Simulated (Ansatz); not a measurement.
Nudged elastic band run: CuSi16, charge +1

Input:

```yaml
crystal:
  lattice:
    - [0.0, 5.43, 5.43]
    - [5.43, 0.0, 5.43]
    - [5.43, 5.43, 0.0]
  atoms:
    - { symbol: Si, position: [-0.00090948, 0.00770614, -0.00799586] }
    - { symbol: Si, position: [0.11275895, 0.15222913, 0.11767016] }
    - { symbol: Si, position: [-0.00096525, 0.00808302, 0.50103569] }
    - { symbol: Si, position: [0.14356291, 0.11501682, 0.62082109] }
    - { symbol: Si, position: [-0.0423357, 0.52375331, 0.00912712] }
    - { symbol: Si, position: [0.11810049, 0.61786733, 0.12233249] }
    - { symbol: Si, position: [0.00084571, 0.48926772, 0.50476195] }
    - { symbol: Si, position: [0.11788762, 0.61836671, 0.6414179] }
    - { symbol: Si, position: [0.48732611, 0.01288831, 3.088e-05] }
    - { symbol: Si, position: [0.62712657, 0.12232259, 0.12320415] }
    - { symbol: Si, position: [0.51461705, -0.00585755, 0.49558885] }
    - { symbol: Si, position: [0.62693747, 0.12230455, 0.62761035] }
    - { symbol: Si, position: [0.49223384, 0.49664623, -0.00143216] }
    - { symbol: Si, position: [0.58622041, 0.63562444, 0.13941069] }
    - { symbol: Si, position: [0.49189134, 0.49666929, 0.51315216] }
    - { symbol: Si, position: [0.62822173, 0.62007442, 0.62600682] }
    - { symbol: Cu, position: [0.16135833, 0.78570634, 0.27619082] }
total_charge: 1
basis:
  ecutwfc: 420.0
kpoints:
  mp_grid: { grid: [2, 2, 2] }
hamiltonian:
  xc: pbe
  pseudopotentials: { kind: paw, azcp: { folder: soft_1 } }
scf:
  occupations: { method: gaussian, width: 0.02 }
  lower_state_search: "off"
neb:
  images: 5
  f_tol: 0.03
  initial_path: idpp
  max_iterations: 45
  optimiser: fire
  final_atoms:
    - { symbol: Si, position: [0.00232665, 0.00111061, -0.00196961] }
    - { symbol: Si, position: [0.11717382, 0.13232376, 0.12399018] }
    - { symbol: Si, position: [-0.02697458, 0.00718527, 0.50794635] }
    - { symbol: Si, position: [0.11210878, 0.12464267, 0.62565833] }
    - { symbol: Si, position: [0.01041954, 0.50346921, 0.00458962] }
    - { symbol: Si, position: [0.1308804, 0.62865045, 0.13009303] }
    - { symbol: Si, position: [0.00258134, 0.49692182, 0.50258303] }
    - { symbol: Si, position: [0.11716744, 0.62369167, 0.63331899] }
    - { symbol: Si, position: [0.50714119, 0.00213125, -0.01683296] }
    - { symbol: Si, position: [0.62806508, 0.12620005, 0.11220891] }
    - { symbol: Si, position: [0.4892431, -0.0148454, 0.48616265] }
    - { symbol: Si, position: [0.60153577, 0.11556773, 0.6151177] }
    - { symbol: Si, position: [0.50495512, 0.498704, -1.854e-05] }
    - { symbol: Si, position: [0.63620845, 0.61977826, 0.12023855] }
    - { symbol: Si, position: [0.50694622, 0.48354252, 0.50292413] }
    - { symbol: Si, position: [0.62837095, 0.6114815, 0.62746397] }
    - { symbol: Cu, position: [0.3398623, 0.84908132, 0.34860382] }
  order_check: true
```

Command:

```bash
$ ansatz run input.yaml --threads 1 --pin off --max-ram 3072MiB --backend cpu --events-out ev --progress --plain --runs-dir out
```

Output, in part (warnings, iteration lines):

```
NEB end point (image 0): max|allowed force component| = 2.091e-2 eV/Å (the criterion of neb.relax_end_points is 1.000e-2)
NEB end point (image 6): max|allowed force component| = 2.442e-2 eV/Å (the criterion of neb.relax_end_points is 1.000e-2)
NEB iter   1: max|band force component| = 6.691e-1 eV/Å  barrier→ = 0.2292 eV  barrier← = 0.2292 eV  Δτ_max = 0.0153 Å  (67 SCF iters)
NEB iter   2: max|band force component| = 5.123e-1 eV/Å  barrier→ = 0.1691 eV  barrier← = 0.1690 eV  Δτ_max = 0.0245 Å  (31 SCF iters)
NEB iter   3: max|band force component| = 3.461e-1 eV/Å  barrier→ = 0.1183 eV  barrier← = 0.1182 eV  CI = image 4  Δτ_max = 0.0280 Å  (33 SCF iters)
NEB iter   4: max|band force component| = 4.072e-1 eV/Å  barrier→ = 0.1144 eV  barrier← = 0.1143 eV  CI = image 4  Δτ_max = 0.0022 Å  (35 SCF iters)
NEB iter   5: max|band force component| = 3.730e-1 eV/Å  barrier→ = 0.1113 eV  barrier← = 0.1113 eV  CI = image 4  Δτ_max = 0.0042 Å  (27 SCF iters)
NEB iter   6: max|band force component| = 3.079e-1 eV/Å  barrier→ = 0.1062 eV  barrier← = 0.1061 eV  CI = image 4  Δτ_max = 0.0058 Å  (27 SCF iters)
NEB iter   7: max|band force component| = 2.224e-1 eV/Å  barrier→ = 0.1004 eV  barrier← = 0.1003 eV  CI = image 4  Δτ_max = 0.0069 Å  (29 SCF iters)
NEB iter   8: max|band force component| = 1.806e-1 eV/Å  barrier→ = 0.0954 eV  barrier← = 0.0954 eV  CI = image 4  Δτ_max = 0.0071 Å  (30 SCF iters)
[... lines left out ...]
```

The forces met the threshold. Beside the main top the profile has a ripple of under 15 meV (maxima at images 1, 4), which may be a very shallow well or noise. By the program's own check the climbing image is of a kind that is not told: the force calls were inconclusive, a negative curvature could not be distinguished from the path's own, the only one lies far off the path, or fixed occupations may fill a level only in part (lowest curvatures found: -0.57 and 0.89 eV/Å²). Limits of this set-up: a small cell, in which the defect meets its images, charged cell in a uniform background, uncorrected.

Final band (atoms are numbered from 1 in the order of the input):

| image | path coordinate (Å) | energy (eV) | Si1–Cu17 (Å) | Si6–Cu17 (Å) | Si7–Cu17 (Å) |
| --- | --- | --- | --- | --- | --- |
| 0 | 0.00 | 0.000 | 2.47 | 2.35 | 2.54 |
| 1 | 0.44 | 0.010 | 2.58 | 2.41 | 2.78 |
| 2 | 0.88 | 0.006 | 2.85 | 2.55 | 3.00 |
| 3 | 1.32 | 0.009 | 3.17 | 2.82 | 3.21 |
| 4 | 1.76 | 0.047 | 3.49 | 3.27 | 3.51 |
| 5 | 2.12 | 0.022 | 3.77 | 3.66 | 3.78 |
| 6 | 2.49 | 0.000 | 4.02 | 4.06 | 4.02 |

The run took 29 min on 1 thread of Arm Neoverse V1, with other jobs on the host, peak memory 0.93 GiB.
